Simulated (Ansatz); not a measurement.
# FGeH3: the cost of one run

Program: Ansatz 0.2.0. Level of theory: RKS revPBE/def2-SVP. These are calculated values, not measurements.

### Step 1. The structure to begin with

Bond lengths: Ge1–H2 1.750 Å, Ge1–F3 1.880 Å, Ge1–H4 1.549 Å, Ge1–H5 1.549 Å. Angles: H2–Ge1–F3 41.0°, H2–Ge1–H4 122.5°, H2–Ge1–H5 122.5°, F3–Ge1–H4 122.9°, F3–Ge1–H5 122.9°, H4–Ge1–H5 109.5°.

As a file:

```xyz
5

Ge    0.0000    0.0000    0.0000
H     0.9646    0.0000    1.4601
F     1.8114    0.0000    0.5034
H    -0.7300    1.2648   -0.5162
H    -0.7300   -1.2648   -0.5162
```

### Step 2. Pulling towards end A

Springs on the bonds that form and break draw the guess towards this end; the thresholds are loose.

The input, input.yaml:

```yaml
crystal:
  periodic: [false, false, false]
  atoms:
    - { symbol: Ge, position_ang: [0.0, 0.0, 0.0] }
    - { symbol: H, position_ang: [0.9646, 0.0, 1.4601] }
    - { symbol: F, position_ang: [1.8114, 0.0, 0.5034] }
    - { symbol: H, position_ang: [-0.73, 1.2648, -0.5162] }
    - { symbol: H, position_ang: [-0.73, -1.2648, -0.5162] }
basis:
  gaussian: { orbitals: def2-SVP }
hamiltonian:
  xc: revpbe
relax:
  f_tol: 0.15
  max_steps: 25
  restrain:
    - { distance: [1, 2], at: 2.12, k: 30.0 }
    - { distance: [0, 1], at: 1.55, k: 30.0 }
    - { distance: [0, 2], at: 1.68, k: 30.0 }
```

Launch:

```console
> ansatz run input.yaml --threads 1 --pin off --max-ram 2048MiB --backend cpu --events-out ev --progress --plain --runs-dir out
```

What time and memory should one allow on 1 thread of Arm Neoverse V1, shared host?

About 7.2 s, with a peak of 0.11 GiB.
